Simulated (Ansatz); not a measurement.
# AlH₅O₂Si: how energies converge with the basis set

An exercise on one series of results from a longer session: the logs are not shown, and one member is left open.

Computed with Ansatz 0.2.0, Gaussian basis. Level: one geometry, several basis sets.

Levels to be run: PBE0-D4/def2-SVP; ωB97M-V/def2-SVP; PBE0-D4/def2-QZVPP; ωB97M-V/def2-QZVPP; the functionals' def2-TZVPP values are taken from earlier runs.

### Structure used throughout

An earlier PBE0-D4 in a triple-zeta def2 set relaxation fixed the geometry.

SMILES `O[SiH2][O][AlH2]`, 9 atoms, charge 0, spin multiplicity 1.

Atoms are counted from 1 here; the program's logs count them from 0.

Bond lengths: O1–Si2 1.642 Å, O1–H5 0.958 Å, Si2–O3 1.619 Å, Si2–H6 1.480 Å, Si2–H7 1.487 Å, O3–Al4 1.683 Å, Al4–H8 1.580 Å, Al4–H9 1.579 Å. Angles: Si2–O1–H5 117.9°, O1–Si2–O3 112.5°, O1–Si2–H6 104.7°, O1–Si2–H7 110.2°, O3–Si2–H6 110.2°, O3–Si2–H7 107.6°, H6–Si2–H7 111.8°, Si2–O3–Al4 173.6°, O3–Al4–H8 117.8°, O3–Al4–H9 118.1°, H8–Al4–H9 124.1°.

As a file:

```xyz
9
AlH5O2Si
O    -0.79507    1.82942   -0.89822
Si    0.17303    1.19668    0.26691
O     0.25079   -0.41887    0.19771
Al    0.32572   -2.08051   -0.06064
H    -1.74084    1.70576   -0.81091
H     1.50605    1.78281    0.00504
H    -0.33731    1.56490    1.61425
H    -0.95949   -2.79572   -0.63678
H     1.66560   -2.83058    0.30545
```

The first run:

File in.yaml:

```yaml
crystal:
  periodic: [false, false, false]
  atoms:
    - {symbol: O, position_ang: [-0.795067, 1.829420, -0.898217]}
    - {symbol: Si, position_ang: [0.173035, 1.196684, 0.266909]}
    - {symbol: O, position_ang: [0.250787, -0.418868, 0.197712]}
    - {symbol: Al, position_ang: [0.325719, -2.080506, -0.060638]}
    - {symbol: H, position_ang: [-1.740838, 1.705756, -0.810913]}
    - {symbol: H, position_ang: [1.506055, 1.782810, 0.005036]}
    - {symbol: H, position_ang: [-0.337306, 1.564905, 1.614248]}
    - {symbol: H, position_ang: [-0.959489, -2.795723, -0.636782]}
    - {symbol: H, position_ang: [1.665604, -2.830577, 0.305447]}
basis:
  gaussian: {orbitals: def2-SVP}
hamiltonian: {xc: pbe0, dispersion: d4}
output: {orbitals: {seedname: orbitals}}
```

Among the steps run: PBE0-D4 in def2-SVP; ωB97M-V in def2-SVP; PBE0-D4 in def2-QZVPP; ωB97M-V in def2-QZVPP.

One of the session's tables, all rows but one given; the rest of the session is left out.

It belongs to the step «Density functionals: the series». 

| functional | basis | HOMO (eV) |
| --- | --- | --- |
| PBE0-D4 | def2-SVP | -8.23 |
| PBE0-D4 | def2-TZVPP | -8.32 |
| PBE0-D4 | def2-QZVPP | -8.33 |
| ωB97M-V | def2-SVP | ? |
| ωB97M-V | def2-TZVPP | -10.57 |
| ωB97M-V | def2-QZVPP | -10.58 |

Q: Estimate the row for ωB97M-V, def2-SVP from the others.

**Answer.** HOMO (eV): -10.43. In the column «HOMO (eV)» it lies between ωB97M-V, def2-TZVPP (-10.57) and PBE0-D4, def2-QZVPP (-8.33).
